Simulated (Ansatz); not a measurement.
# MgS: the cost of one run

Method: DFT PBEsol, frozen-core PAW, scalar-relativistic unless said, in Ansatz 0.2.0.

2 further runs of the same task are left out: 2 set aside as unsound or not needed.

## 1. The structure to begin with

Symmetry: Fm-3m, No. 225, cubic system. Conventional cell: a = 5.203 Å, b = 5.203 Å, c = 5.203 Å, α = 90.00°, β = 90.00°, γ = 90.00°. Mg (site symmetry m-3m) is surrounded by 6 S at 2.60 Å. S (site symmetry m-3m) has 6 Mg at 2.60 Å as nearest neighbours.

Structure file:

```cif
data_structure
_symmetry_space_group_name_H-M 'P 1'
_symmetry_Int_Tables_number 1
_cell_length_a 3.6793
_cell_length_b 3.6793
_cell_length_c 3.6793
_cell_angle_alpha 60.000
_cell_angle_beta 60.000
_cell_angle_gamma 60.000
_cell_volume 35.22
loop_
_atom_site_label
_atom_site_type_symbol
_atom_site_fract_x
_atom_site_fract_y
_atom_site_fract_z
_atom_site_occupancy
Mg1 Mg 0.00000 0.00000 0.00000 1
S1 S 0.50000 0.50000 0.50000 1
```

Cartesian axes are those of the input's lattice vectors. The structure goes back to a database entry.

## 2. Cell and atoms relaxed, PAW

Contents of input.yaml:

```yaml
crystal:
  lattice:
    - [0.0, 2.60165, 2.60165]
    - [2.60165, 0.0, 2.60165]
    - [2.60165, 2.60165, 0.0]
  atoms:
    - { symbol: Mg, position: [0.0, 0.0, 0.0] }
    - { symbol: S, position: [0.5, 0.5, 0.5] }
kpoints:
  mp_grid: { grid: [12, 12, 12] }
scf:
  occupations: { method: fermi_dirac, width: 0.1 }
hamiltonian:
  xc: pbesol
  pseudopotentials: { kind: paw }
relax:
  f_tol: 0.002
  max_steps: 80
  cell: {}
output:
  forces: true
  stress: true
  write_density: true
  write_potential: true
  elf: true
  volumetric_format: npy
```

On the command line:

```console
$ ansatz run input.yaml --threads 2 --pin off --max-ram 5120MiB --backend cpu --events-out ev --progress --plain --runs-dir out
```

**Question.** How long does this run take on 2 threads of Arm Neoverse V1, shared host, and how much memory does it need?

About 3.7 s, with a peak of 0.32 GiB.
